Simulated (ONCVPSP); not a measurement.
# Sb: generating and testing an ONCV potential

Aim: build the potential from the settings below, then test how well it stands in for the atom: other configurations, scattering, ghost states and the plane-wave cutoff that it needs.

The numbers are computed with ONCVPSP 4.0.1.1 (patched build) (PBE, scalar-relativistic, spin-unpolarised reference atom).

## (1) Starting point

Typed settings, in words:

- element: antimony (Sb, Z = 51)
- type: optimised norm-conserving Vanderbilt (ONCV)
- frozen core: [Kr]
- valence charge: 15
- reference configuration: 4d10 5s2 5p3
- partial waves: 5s: rc 1.60 bohr, ncon 3, nbas 8, qcut 3.4 1/bohr, 1 projector; 5p: rc 1.80 bohr, ncon 3, nbas 7, qcut 4.2 1/bohr, 2 projectors, debl 3.1 Ha; 4d: rc 1.10 bohr, ncon 3, nbas 6, qcut 8.3 1/bohr, local
- local potential: the d channel
- core correction: Teter function, fcfact 4.5, rcfact 1.05

An earlier all-electron run gives the scale for the radii.

All-electron outer shells of the reference configuration (PBE, scalar-relativistic, ld1.x):

| shell | level (eV) | outermost node (bohr) | outermost maximum (bohr) |
| --- | --- | --- | --- |
| 4s | -148.83 | 0.39 | 0.73 |
| 4p | -101.79 | 0.39 | 0.76 |
| 4d | -33.51 | 0.38 | 0.84 |
| 5s | -12.83 | 0.95 | 1.90 |
| 5p | -4.83 | 1.04 | 2.35 |

## (2) The generation run

Sb.dat reads:

```
# ATOM AND REFERENCE CONFIGURATION
# atsym  z   nc   nv     iexc    psfile
  Sb 51.00    8    3        4      upf
#
#   n    l    f
    1    0    2.00
    2    0    2.00
    2    1    6.00
    3    0    2.00
    3    1    6.00
    3    2   10.00
    4    0    2.00
    4    1    6.00
    4    2   10.00
    5    0    2.00
    5    1    3.00
#
# PSEUDOPOTENTIAL AND OPTIMIZATION
# lmax
    2
#
#   l,   rc,      ep,       ncon, nbas, qcut
    0    1.60    0.00    3    8    3.40
    1    1.80    0.00    3    7    4.20
    2    1.10    0.00    3    6    8.30
#
# LOCAL POTENTIAL
# lloc, lpopt,  rc(5),   dvloc0
    2    5    1.10    0.00
#
# VANDERBILT-KLEINMAN-BYLANDER PROJECTORs
# l, nproj, debl
    0    1    1.80
    1    2    3.10
    2    0    0.50
#
# MODEL CORE CHARGE
# icmod, fcfact, rcfact
    3    4.50    1.05
#
# LOG DERIVATIVE ANALYSIS
# epsh1, epsh2, depsh
   -3.00    5.00    0.02
#
# OUTPUT GRID
# rlmax, drl
    6.00    0.01
#
# TEST CONFIGURATIONS
# ncnf
    4
# nvcnf
#   n    l    f
    3
    4    2   10.00
    5    0    2.00
    5    1    2.00
#
    3
    4    2   10.00
    5    0    2.00
    5    1    1.00
#
    3
    4    2   10.00
    5    0    2.00
    5    1    0.00
#
    3
    4    2   10.00
    5    0    0.00
    5    1    5.00
#
```

Run with:

```sh
$ oncvpsp.x < Sb.dat > Sb.out
```

Before running it: what results should come out? Wanted: cutoffs for 1 and 0.1 mHa per electron, occupied waves; bound ghosts; GHOST(+) flags; largest test error; largest phase difference near zero energy, channels read; rms error of d²Exc/dn², without and with the model core.

As calculated:

| quantity | value |
| --- | --- |
| cutoffs for 1 and 0.1 mHa per electron, occupied waves | 92 Ha and 148 Ha |
| bound ghosts | s at -204.53 eV |
| GHOST(+) flags | p at 41 eV |
| largest test error (AE − PS) | +9.9 meV, for 4d10 5s2 5p0 |
| largest phase difference near zero energy, channels read | 0.033 rad |
| rms error of d²Exc/dn², without and with the model core | 4.68 and 3.26 mHa |

In words: A bound ghost (s) makes it unfit for use: electrons can fall into a state that the atom doesn't have. The worst unpolarised test, 4d10 5s2 5p0, is off by 9.9 meV on 48.7 eV; by total energies transferability rates as good. Atomic tests can pass in spite of a ghost, since they solve only for the levels asked. It counts as very hard, with 92 Ha needed at the looser tolerance. At the looser tolerance the 4d wave is the slowest; 5s needs 9 Ha. Near zero energy the largest phase difference among the channels read is 0.03 rad, in the s channel. The program also flags highly localised states, GHOST(+) (p). These are tests on the free atom; a crystal test is still owed.
